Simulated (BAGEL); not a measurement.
# B3LYP/cc-pVDZ (density fitting with qzvpp-jkfit) run of CH4AlBF2 (SMILES FB(F)[CH2][AlH2])

Aim: the energy change on altering one bond length of CH4AlBF2 at B3LYP/cc-pVDZ (density fitting with qzvpp-jkfit), from 2 runs. 

Program for the calculation: BAGEL 1.2.2.

33 further runs of the same task are left out: 2 that didn't finish, 31 set aside as unsound or not needed.

## (1) The molecule

CH4AlBF2: 9 atoms, total charge 0, spin state singlet. As SMILES, `FB(F)[CH2][AlH2]`. Geometry: a GFN2-xTB relaxation, a rough one for these elements and not checked as a minimum.

Bond lengths: F1–B2 1.326 Å, B2–F3 1.323 Å, B2–C4 1.549 Å, C4–Al5 2.012 Å, C4–H6 1.098 Å, C4–H7 1.097 Å, Al5–H8 1.545 Å, Al5–H9 1.545 Å. Some angles: F1–B2–F3 113.1°, F1–B2–C4 123.2°, F3–B2–C4 123.5°, B2–C4–Al5 108.4°, B2–C4–H6 111.0°, B2–C4–H7 111.3°, Al5–C4–H6 107.3°, Al5–C4–H7 109.8°, C4–Al5–H8 121.8°, C4–Al5–H9 120.7°.

## (2) A single-point energy at B3LYP/cc-pVDZ (density fitting with qzvpp-jkfit)

input.json reads:

```json
{ "bagel": [

{
  "title": "molecule",
  "basis": "cc-pvdz.json",
  "df_basis": "qzvpp-jkfit",
  "angstrom": true,
  "geometry": [
    { "atom": "F", "xyz": [       2.131740,      -0.758830,       0.465880 ] },
    { "atom": "B", "xyz": [       1.175740,      -0.630560,      -0.443360 ] },
    { "atom": "F", "xyz": [       1.082640,      -1.675260,      -1.250510 ] },
    { "atom": "C", "xyz": [       0.205460,       0.575750,      -0.489330 ] },
    { "atom": "Al", "xyz": [      -1.320030,       0.212470,       0.771620 ] },
    { "atom": "H", "xyz": [       0.700680,       1.493510,      -0.145570 ] },
    { "atom": "H", "xyz": [      -0.181210,       0.738340,      -1.502970 ] },
    { "atom": "H", "xyz": [      -2.534450,      -0.647010,       0.355140 ] },
    { "atom": "H", "xyz": [      -1.260570,       0.691590,       2.239100 ] }
  ]
},

{
  "title": "ks",
  "xc_func": "b3lyp"
},

{
  "title": "print",
  "file": "orbitals.molden",
  "orbitals": true
}

]}
```

The basis set cc-pVDZ is read from a file made from the Basis Set Exchange's data (not shown).

On the command line:

```
BAGEL_NUM_THREADS=1 BAGEL input.json > input.out
```

The log of the run:

```text
* using 1 threads per process

  ===============================================================
  ===============================================================

  *** Geometry ***

  { "atom" : "F", "xyz" : [      4.028405,     -1.433981,      0.880386 ] },
  { "atom" : "B", "xyz" : [      2.221827,     -1.191586,     -0.837829 ] },
  { "atom" : "F", "xyz" : [      2.045893,     -3.165783,     -2.363121 ] },
  { "atom" : "C", "xyz" : [      0.388263,      1.088010,     -0.924700 ] },
  { "atom" : "Al", "xyz" : [     -2.494495,      0.401510,      1.458150 ] },
  { "atom" : "H", "xyz" : [      1.324093,      2.822325,     -0.275087 ] },
  { "atom" : "H", "xyz" : [     -0.342437,      1.395260,     -2.840202 ] },
  { "atom" : "H", "xyz" : [     -4.789416,     -1.222672,      0.671117 ] },
  { "atom" : "H", "xyz" : [     -2.382132,      1.306916,      4.231286 ] },

  Number of auxiliary basis functions:      504

  Since a DF basis is specified, we compute 2- and 3-index integrals:
    o Being stored without compression. Storage requirement is 0.036 GB

  Number of basis functions:       94
  Number of electrons      :       46

    * METHOD: MOLECULE                             0.20

  *** Kohn-Sham DFT ***

    * Removing 16901 points whose weight is below 1.00e-10
    * Grid points: 117253

  === Nuclear Repulsion ===
   192.2267041014

       - DIIS with orbital gradients will be used.

  === KS iteration (b3lyp / cc-pvdz.json) ===
      0       -474.66539397          0.10087412           0.41
      1       -410.86951826          0.11819734           0.53
      2       -334.22351053          0.24334181           0.42
      3       -459.85113356          0.15058829           0.40
      4       -489.18156194          0.09763938           0.42
      5       -498.18910219          0.06534574           0.40
      6       -500.43244323          0.05767936           0.41
      7       -416.43091215          0.13110656           0.42
      8       -506.99362580          0.02503034           0.45
      9       -507.35219812          0.01913648           0.47
     10       -507.56460467          0.00794362           0.40
     11       -507.62392426          0.00196631           0.39
     12       -507.62772496          0.00095740           0.40
     13       -507.62842139          0.00010415           0.39
     14       -507.62842821          0.00003241           0.39
     15       -507.62842833          0.00003041           0.38
     16       -507.62842917          0.00000279           0.40
     17       -507.62842917          0.00000084           0.41
     18       -507.62842917          0.00000051           0.40
     19       -507.62842917          0.00000009           0.41
     20       -507.62842917          0.00000003           0.40
     21       -507.62842917          0.00000002           0.39
     22       -507.62842917          0.00000001           0.40
    * SCF iteration converged.

    * Permanent dipole moment:
           (    0.420202,    -0.693297,     0.133336) a.u.

    * METHOD: KS                                  10.14

    * METHOD: PRINT                                0.01

  ===============================================================
```

Run time: 11 s. Hardware: 1 thread of Intel Xeon 6975P-C (Granite Rapids), shared host; peak memory 0.51 GiB.

## (3) The distorted shape at the same level

input.json reads:

```json
{ "bagel" : [

{
  "title" : "molecule",
  "basis" : "cc-pvdz.json",
  "df_basis" : "qzvpp-jkfit",
  "angstrom" : true,
  "geometry" : [
    { "atom" : "F", "xyz" : [    2.441074,   -0.888901,    1.276787 ] },
    { "atom" : "B", "xyz" : [    1.485074,   -0.760631,    0.367547 ] },
    { "atom" : "F", "xyz" : [    1.391974,   -1.805331,   -0.439603 ] },
    { "atom" : "C", "xyz" : [    0.514794,    0.445679,    0.321577 ] },
    { "atom" : "Al", "xyz" : [   -1.010696,    0.082399,    1.582527 ] },
    { "atom" : "H", "xyz" : [    1.010014,    1.363439,    0.665337 ] },
    { "atom" : "H", "xyz" : [   -0.181210,    0.738340,   -1.502970 ] },
    { "atom" : "H", "xyz" : [   -2.225116,   -0.777081,    1.166047 ] },
    { "atom" : "H", "xyz" : [   -0.951236,    0.561519,    3.050007 ] }
  ]
},
{ "title" : "ks", "xc_func" : "b3lyp" },
{ "title" : "print", "file" : "orbitals.molden", "orbitals" : true }

]}
```

The basis set cc-pVDZ is read from a file made from the Basis Set Exchange's data (not shown).

On the command line:

```
BAGEL_NUM_THREADS=1 BAGEL input.json > input.out
```

The log of the run:

```text
* using 1 threads per process

  ===============================================================
  ===============================================================

  *** Geometry ***

  { "atom" : "F", "xyz" : [      4.612961,     -1.679779,      2.412778 ] },
  { "atom" : "B", "xyz" : [      2.806383,     -1.437384,      0.694563 ] },
  { "atom" : "F", "xyz" : [      2.630450,     -3.411581,     -0.830729 ] },
  { "atom" : "C", "xyz" : [      0.972820,      0.842211,      0.607692 ] },
  { "atom" : "Al", "xyz" : [     -1.909939,      0.155712,      2.990543 ] },
  { "atom" : "H", "xyz" : [      1.908650,      2.576526,      1.257305 ] },
  { "atom" : "H", "xyz" : [     -0.342437,      1.395260,     -2.840202 ] },
  { "atom" : "H", "xyz" : [     -4.204860,     -1.468470,      2.203509 ] },
  { "atom" : "H", "xyz" : [     -1.797576,      1.061117,      5.763678 ] },

  Number of auxiliary basis functions:      504

  Since a DF basis is specified, we compute 2- and 3-index integrals:
    o Being stored without compression. Storage requirement is 0.036 GB

  Number of basis functions:       94
  Number of electrons      :       46

    * METHOD: MOLECULE                             0.20

  *** Kohn-Sham DFT ***

    * Removing 16159 points whose weight is below 1.00e-10
    * Grid points: 117995

  === Nuclear Repulsion ===
   189.4775883546

       - DIIS with orbital gradients will be used.

  === KS iteration (b3lyp / cc-pvdz.json) ===
      0       -471.62412791          0.09868908           0.41
      1       -413.41524408          0.11246856           0.47
      2       -333.85387163          0.23618541           0.40
      3       -431.47909451          0.14446856           0.41
      4       -490.24908894          0.09221860           0.42
      5       -493.66128389          0.09134916           0.45
      6       -498.40916390          0.06378621           0.40
      7       -413.28844463          0.11720863           0.41
      8       -501.71301680          0.05631452           0.44
      9       -504.70647197          0.04408046           0.41
     10       -505.38986481          0.03509284           0.40
     11       -507.03713538          0.02091944           0.41
     12       -507.35614167          0.01177082           0.40
     13       -507.49413903          0.00389898           0.40
     14       -507.49951825          0.00283393           0.41
     15       -507.50510525          0.00076884           0.40
     16       -507.50550579          0.00030852           0.41
     17       -507.50557539          0.00010206           0.40
     18       -507.50558474          0.00002965           0.40
     19       -507.50558540          0.00001151           0.40
     20       -507.50558552          0.00000217           0.40
     21       -507.50558552          0.00000054           0.39
     22       -507.50558552          0.00000033           0.39
     23       -507.50558552          0.00000013           0.39
     24       -507.50558552          0.00000007           0.40
     25       -507.50558552          0.00000002           0.39
     26       -507.50558552          0.00000001           0.39
    * SCF iteration converged.

    * Permanent dipole moment:
           (    0.317693,    -0.635785,    -0.143967) a.u.

    * METHOD: KS                                  11.67

    * METHOD: PRINT                                0.01

  ===============================================================
```

Run time: 12 s. Hardware: 1 thread of Intel Xeon 6975P-C (Granite Rapids), shared host; peak memory 0.51 GiB.

## (4) Outcome

Level: B3LYP/cc-pVDZ (density fitting with qzvpp-jkfit).

```
                                                         quantity          value
                                        first shape: total energy  -507.62843 Eh
                                       first shape: dipole moment         2.09 D
                                         first shape: HOMO energy       -8.23 eV
                                         first shape: LUMO energy       -1.99 eV
                                       first shape: HOMO–LUMO gap        6.24 eV
                                    distorted shape: total energy  -507.50559 Eh
                                   distorted shape: dipole moment         1.84 D
                                     distorted shape: HOMO energy       -8.07 eV
                                     distorted shape: LUMO energy       -2.91 eV
                                   distorted shape: HOMO–LUMO gap        5.16 eV
energy change with the C4–H7 bond stretched from 1.097 to 1.975 Å       3.343 eV
```

What this shows: With the C4–H7 bond stretched from 1.097 to 1.975 Å the energy rises by 3.34 eV (323 kJ/mol). The first shape isn't relaxed at this level, so the change isn't measured from a minimum.
